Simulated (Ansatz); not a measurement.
## AgAu, space group P-6m2: a comparison of norm-conserving and PAW potentials, step by step

With Ansatz 0.2.0 through its Python package.

Interactive session:
```pycon
>>> import ansatz as az
>>> import numpy as np
>>> import pandas as pd
>>> FUNCTIONAL = 'PBEsol'
>>> K_SPACING = 0.22
>>> FILLING = 'cold'
>>> WIDTH_EV = 0.1
>>> def count_gap(report):
...     # lowest empty less highest filled band, counting bands; zero where they overlap
...     return max(report.get('gap_by_band_count_ev') or 0.0, 0.0)
...
>>> vectors = np.array([
...     [2.93517, 0.0, 0.0],
...     [-1.46758, 2.54193, 0.0],
...     [0.0, 0.0, 4.69691],
... ])
>>> system = (
...     az.Lattice.of(vectors)
...     .atom('Ag', (0.0, 0.0, 0.5))
...     .atom('Au', (2 / 3, 1 / 3, 0.0))
... )
>>> model = (
...     system.calculation()
...     .functional(FUNCTIONAL)
...     .kpoints(spacing=K_SPACING)
...     .occupations(FILLING, width=WIDTH_EV)
...     .stress()
...     .forces()
...     .band_table()
... )
>>> variants = {
...     'PAW': model.pseudopotentials('paw'),
...     'norm-conserving': model.pseudopotentials('nc'),
... }
>>> # totals differ by the cores that each treatment holds, so compare what does not depend on them
>>> rows = []
>>> for label, variant in variants.items():
...     report = variant.run(threads=1, pin='off').report
...     levels = np.array(report['eigenvalues_ev'][0]) - report['fermi_energy_ev']
...     print(label, 'levels at the first k-point near E_F:', np.round(levels[np.abs(levels) < 5], 3))
...     rows.append((label, report['n_electrons'], np.trace(report['stress_gpa']) / 3, count_gap(report)))
...
DeckWarning: basis.ecutwfc = 420 eV, auto-derived from the records' recommended cutoffs: set by Ag (normal level)
PAW levels at the first k-point near E_F: [-4.49  -4.49  -4.453 -4.058 -4.058 -3.893 -3.893 -2.435 -2.435 -0.456
  3.536]
DeckWarning: basis.ecutwfc = 1115.666836 eV, auto-derived from the records' recommended cutoffs: set by Ag (normal level)
norm-conserving levels at the first k-point near E_F: [-4.487 -4.487 -4.448 -4.051 -4.051 -3.89  -3.89  -2.43  -2.43  -0.454
  3.532]
>>> print(pd.DataFrame(rows, columns=['treatment', 'electrons in bands', 'P GPa', 'gap by band count eV']).round(4).to_string(index=False))
      treatment  electrons in bands   P GPa  gap by band count eV
            PAW                38.0 -4.7999                   0.0
norm-conserving                38.0 -4.9535                   0.0
```

PAW gives -4.800 GPa and norm-conserving -4.953 GPa, 0.15 GPa apart. They took 5.6 and 29.6 s of processor time.

Reading the output:
- A gap by band count of zero or less means overlapping bands, a metal.
- The structure comes from a database of computed cells and needn't be a stable or known phase.
- Gaps and levels are Kohn-Sham values on a finite set of k-points, without spin-orbit coupling.
- Warnings are shown shortened and without file and line.
- Stress is positive in compression.
- It ran for 36 s on 1 thread of Arm Neoverse V1, on a shared host, peak memory 0.56 GiB.
